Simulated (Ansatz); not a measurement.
Crystal: CS2.

```
S C
1.0
     3.64579   -2.99431    0.00000
     3.64579    2.99431    0.00000
     0.00000    0.00000    9.85126
S C
4 2
Direct
  0.18152 0.81848 0.88687
  0.31848 0.68152 0.38687
  0.68152 0.31848 0.61313
  0.81848 0.18152 0.11313
  0.50000 0.50000 0.50000
  0.00000 0.00000 0.00000
```

The cell comes from a database or a generator and needn't be the stable form of this composition.

Base run:

- Program: Ansatz 0.2.0
- Functional: r2SCAN
- Potentials or basis: Ansatz PAW
- Cutoff: 500 eV (not typed: the program's choice for these potentials)
- k mesh: 6 × 6 × 3
- Occupations: fermi-dirac, width 0.05 eV
- Spin: no spin polarisation

Its results: band gap on the k mesh 3.75 eV, direct; pressure -0.7 GPa; largest force 0.209 eV/Å.

Problem. After a change of settings the same cell gave: band gap on the k mesh 3.32 eV, direct; pressure -1.1 GPa; largest force 0.222 eV/Å. Which change was it?
A. functional from r2SCAN to LDA; cutoff from 500 eV (not typed: the program's choice for these potentials) to 420 eV (not typed: the program's choice for these potentials)
B. functional from r2SCAN to BLYP; cutoff from 500 eV (not typed: the program's choice for these potentials) to 420 eV (not typed: the program's choice for these potentials)
C. functional from r2SCAN to PBE; cutoff from 500 eV (not typed: the program's choice for these potentials) to 420 eV (not typed: the program's choice for these potentials)
D. functional from r2SCAN to PBEsol; cutoff from 500 eV (not typed: the program's choice for these potentials) to 420 eV (not typed: the program's choice for these potentials)

Solution. A.

r2SCAN gives the wider gap, since meta-GGAs in the generalised Kohn-Sham scheme recover part of the derivative discontinuity.

Caveats: the PAW data sets come from PBE, with cores solved anew for the run's functional, which leaves a small shift of forces and pressure.
